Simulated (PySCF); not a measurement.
**AsSe⁺ at other levels of theory**

What do other methods print for AsSe⁺?

The runs use PySCF 2.14.0; each script names its method and basis.

1 further run of the same task is left out (it didn't finish).

### 1 Where the work starts

AsSe⁺: 2 atoms, charge 1, spin multiplicity 1.

Bond lengths: As1–Se2 2.390 Å.

### 2 Base script

File input.py:

```python
from pyscf import gto, scf, mp

mol = gto.M(
    atom='As 0 0 0; Se 0 0 2.39',
    basis='ano-rcc-vdzp',
    charge=1,
    spin=0,
    verbose=3,
)
mf = scf.UHF(mol)
mf = mf.sfx2c1e()
mf = mf.density_fit(auxbasis='def2-universal-jkfit')
mf.kernel()
mp.MP2(mf, frozen=18).kernel()
mf.dip_moment()
print('orbital energies (hartree):', [e[max(0, n-3):n+3].round(4) for e, n in zip(mf.mo_energy, mol.nelec)])
```

Started as:

```bash
$ python input.py
```

### 3 Gradient

Variant 1 changes step after the SCF: mp2 → gradient.

Edit input.py of step 2 so:

```diff
@@ -1,2 +1,2 @@
-from pyscf import gto, scf, mp
+from pyscf import gto, scf
 
@@ -13,3 +13,3 @@
 mf.kernel()
-mp.MP2(mf, frozen=18).kernel()
+mf.nuc_grad_method().kernel()
 mf.dip_moment()
```

### 4 Population analysis

Variant 2 changes step after the SCF: mp2 → analyze.

Edit input.py of step 2 so:

```diff
@@ -1,2 +1,2 @@
-from pyscf import gto, scf, mp
+from pyscf import gto, scf
 
@@ -13,4 +13,3 @@
 mf.kernel()
-mp.MP2(mf, frozen=18).kernel()
-mf.dip_moment()
+mf.analyze()
 print('orbital energies (hartree):', [e[max(0, n-3):n+3].round(4) for e, n in zip(mf.mo_energy, mol.nelec)])
```

### 5 Olyp (UKS)

Variant 3 changes functional: none (Hartree–Fock) → olyp; SCF type: UHF → UKS; step after the SCF: mp2 → analyze.

File input.py:

```python
from pyscf import gto, dft

mol = gto.M(
    atom='As 0 0 0; Se 0 0 2.39',
    basis='ano-rcc-vdzp',
    charge=1,
    spin=0,
    verbose=3,
)
mf = dft.UKS(mol, xc='olyp')
mf = mf.sfx2c1e()
mf = mf.density_fit(auxbasis='def2-universal-jkfit')
mf.kernel()
mf.analyze()
print('orbital energies (hartree):', [e[max(0, n-3):n+3].round(4) for e, n in zip(mf.mo_energy, mol.nelec)])
```

### 6 SCF alone

Variant 4 changes step after the SCF: mp2 → none.

Edit input.py of step 2 so:

```diff
@@ -1,2 +1,2 @@
-from pyscf import gto, scf, mp
+from pyscf import gto, scf
 
@@ -13,3 +13,2 @@
 mf.kernel()
-mp.MP2(mf, frozen=18).kernel()
 mf.dip_moment()
```

Q: Predict the outcome of this session. Wanted: for each run, E(SCF); from base; gap; after the SCF.

The runs gave:

```
                run  E(SCF) (hartree)  from base (eV)  gap (eV)                           after the SCF
               base      -4686.807929               0      8.27  MP2 correlation -7.762 eV, core frozen
           gradient      -4686.807929          0.0000      8.27                                     n/a
population analysis      -4686.807929          0.0000      8.27                                     n/a
         olyp (UKS)      -4691.682535  not comparable      2.12                                     n/a
          SCF alone      -4686.807929          0.0000      8.27                                     n/a
```

**Reading.** Total energies of different functionals can't be compared with each other; differences within one functional can. The dearest run is “olyp (UKS)”, at 11 s against 2.3 s.
